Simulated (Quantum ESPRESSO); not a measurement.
Ti3Se:

```
CELL_PARAMETERS angstrom
3.19745 0.00000 0.00000
-1.59872 2.76907 0.00000
0.00000 0.00000 7.94275
ATOMIC_POSITIONS crystal
Se 0.00000 0.00000 0.00000
Ti 0.66667 0.33333 0.50000
Ti 0.33333 0.66667 0.77290
Ti 0.33333 0.66667 0.22710
```

The cell comes from a database or a generator and needn't be the stable form of this composition.

Program: Quantum ESPRESSO 7.5. Alike in all runs: no spin polarisation; cell as given; k mesh 10 × 10 × 4; smearing fermi-dirac 0.05 eV.

Problem. Order these runs on this cell by their pressure, lowest first.
A. level LDA; potentials or basis GBRV 1.5 LDA; cutoff (eV) 612; form of the LDA correlation PZ81
B. level PBE; potentials or basis SSSP 1.3 efficiency PBE; cutoff (eV) 748
C. level PBEsol; potentials or basis GBRV 1.5 PBEsol; cutoff (eV) 612

Solution. A (-7.9 GPa), C (-4.5 GPa), B (0.1 GPa).

Not every run made on this cell is shown here.
